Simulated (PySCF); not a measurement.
# C2H9BN2: the cost of one run

Programs: PySCF 2.14.0, with density-fitted response routines of our own. Each step states its level of theory. These are calculated values for one molecule in the gas phase, unless marked as measured. Atoms are numbered from 0 throughout.

## (1) The starting structure

14 atoms, charge 0, multiplicity 1; geometry from: GFN2-xTB. The atoms were then displaced at random by about 0.01 Å, so the start is not that level's minimum.

Bonds of the start (Å): C0–N1 1.42, N1–B2 1.39, B2–N3 1.44, N3–C4 1.40, C0–H5 1.08, C0–H6 1.10, C0–H7 1.12, N1–H8 0.99, B2–H9 1.19, N3–H10 1.01, C4–H11 1.10, C4–H12 1.10, C4–H13 1.08.

## (2) Relaxing the molecule at PBE0-D3(BJ)/def2-SVP

What the job is given:

```
{"job": {"xc": "PBE0", "basis": "def2-SVP", "d3": "d3bj", "grid": 1, "shake": 0.01, "kind": "geom"}, "charge": 0, "multiplicity": 1}
C     -2.409730    -0.133140     0.754080
N     -1.251100    -0.328700    -0.042750
B      0.027690     0.149930     0.211850
N      1.132450    -0.148770    -0.660960
C      2.472640     0.250360    -0.548200
H     -2.857870    -1.049720     1.101570
H     -2.163660     0.497800     1.615040
H     -3.188740     0.420390     0.171030
H     -1.425090    -0.879580    -0.841120
H      0.247820     0.800900     1.184080
H      0.922050    -0.715330    -1.470170
H      3.150590    -0.607120    -0.461070
H      2.561840     0.865230     0.353870
H      2.773940     0.862670    -1.389940
```

The run is started by

```sh
$ OMP_NUM_THREADS=1 python probes_run.py task.json out
```

One launch serves the whole session: the jobs run in the order shown.

Q: Estimate the wall time and peak memory of this first job on 1 thread of Arm Neoverse V2, shared host.

About 46 s, with a peak of 0.47 GiB.
